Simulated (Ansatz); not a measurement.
# SbAs: equation of state

One table from this session's results is given with a row withheld; the runs are named, their logs left out.

Method: DFT PBEsol, scalar-relativistic, in Ansatz 0.2.0.

## Starting point

It takes space group R-3m (No. 166, trigonal). Conventional cell: a = 4.025 Å, b = 4.025 Å, c = 10.837 Å, α = 90.00°, β = 90.00°, γ = 120.00°. Sb (site symmetry -3m) has 6 As at 2.94 Å as nearest neighbours. As (site symmetry -3m) is surrounded by 6 Sb at 2.94 Å.

Structure file:

```
Sb As
1.0
     2.01275    1.16206    3.61233
    -2.01275    1.16206    3.61233
     0.00000   -2.32412    3.61233
Sb As
1 1
Cartesian
  0.0000 0.0000 5.4185
  0.0000 0.0000 0.0000
```

Atoms are numbered in the order of the input: Sb1, As2.

The first run:

Input file input.yaml:

```yaml
crystal:
  lattice:
    - [1.9716608241, 1.1383389075, 3.5385882881]
    - [-1.9716608241, 1.1383389075, 3.5385882881]
    - [0.0, -2.2766778151, 3.5385882881]
  atoms:
    - { symbol: Sb, position: [0.5, 0.5, 0.5] }
    - { symbol: As, position: [0.0, 0.0, 0.0] }
kpoints:
  mp_grid: { grid: [11, 11, 11] }
  band_path:
    path:
      - [0.0, 0.0, 0.0]
      - [0.5, 0.5, 0.5]
      - [0.7643424303, 0.2356575697, 0.5]
      - [0.5, -0.2356575697, 0.2356575697]
      - [0.5, 0.0, 0.0]
      - [0.0, 0.0, 0.0]
      - [0.3678287848, -0.3678287848, 0.0]
      - [0.6321712152, 0.0, 0.3678287848]
      - [0.5, 0.0, 0.5]
    npoints: 5
scf:
  occupations: { method: fermi_dirac, width: 0.05 }
hamiltonian:
  xc: pbesol
  pseudopotentials: { kind: all_electron, lapw: { basis_error: 0.001 } }
output:
  forces: true
  stress: true
  eigenvalues: true
```

Run with:

```sh
> ansatz run input.yaml --threads 1 --pin off --max-ram 3072MiB --backend cpu --events-out ev --progress --plain --runs-dir out
```

Steps of the session up to this table: Volume × 0.94, LAPW; Volume × 0.94, PAW; Volume × 0.94, crystal datasets; Volume × 0.98, LAPW; Volume × 0.98, PAW; Volume × 0.98, crystal datasets; Volume × 1.01, LAPW; Volume × 1.01, PAW; Volume × 1.01, crystal datasets; Volume × 1.04, LAPW; Volume × 1.04, PAW; Volume × 1.04, crystal datasets.

One of the session's tables, all rows but one given; the rest of the session is left out.

| method | volume (Å³/atom) | pressure (GPa) |
| --- | --- | --- |
| LAPW | 23.826 | 0.03 |
| LAPW | 24.840 | -2.84 |
| LAPW | 25.601 | -4.59 |
| LAPW | 26.361 | -6.06 |
| PAW | 23.826 | 0.01 |
| PAW | 24.840 | -2.85 |
| PAW | 25.601 | -4.60 |
| PAW | 26.361 | ? |
| crystal datasets | 23.826 | 0.01 |
| crystal datasets | 24.840 | -2.85 |
| crystal datasets | 25.601 | -4.60 |
| crystal datasets | 26.361 | -6.06 |

Q: Estimate the row for PAW, 26.361 from the others.

**Answer.** pressure (GPa): -6.07. In the column «pressure (GPa)» it is the lowest.

Caveats from the session: Shape and positions are held, so a fully relaxed modulus can be lower. Warnings in the runs' records: gradients without spin orbit, crystal datasets made.
